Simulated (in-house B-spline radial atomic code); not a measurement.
**Tc: ionisation energy by several methods**

The task here is to estimate one member of a computed series from the others.

Method: scalar-relativistic (X2C), several functionals, spin-polarised; spherical all-electron atom at the radial basis limit. Code: in-house B-spline radial atomic code version 1.

**The atom as given**

```
element       : technetium (Z = 43)
charge        : 0
electrons     : 43
configuration : [Kr] 4d5 5s2
nucleus       : Fermi, rms radius 4.411 fm
```

Outer shells as boxes (Hund's rule):

[Kr] 4d5 5s2
```
[Kr] core
4d [↑ ][↑ ][↑ ][↑ ][↑ ]
5s [↑↓]
```

Where spins are not typed, each open shell is filled with up spins first.

Set-up of the first run:

Settings of the run:

```ini
Z = 43
electrons = 43.0
configuration = [Kr] 4d5 5s2
hamiltonian = x2c
method = lda,pw
spin_polarised = True
nucleus = fermi
rms_radius = 4.411169945885085
mass_number = 97
atomic_mass = 96.90636072
speed_of_light = 137.035999084
```

Among the steps run: LDA (PW92); BLYP; B97-1; ωB97X; TPSSh; RPBE.

One of the session's tables, all rows but one given; the rest of the session is left out.

| method | ΔSCF (eV) |
| --- | --- |
| LDA (PW92) | 7.303 |
| BLYP | 7.227 |
| RPBE | 6.817 |
| B97-1 | ? |
| TPSSh | 6.683 |
| ωB97X | 7.588 |

Estimate the missing values for B97-1.

**Answer.** ΔSCF (eV): 7.485. In the column «ΔSCF (eV)» it lies between LDA (PW92) (7.303) and ωB97X (7.588).
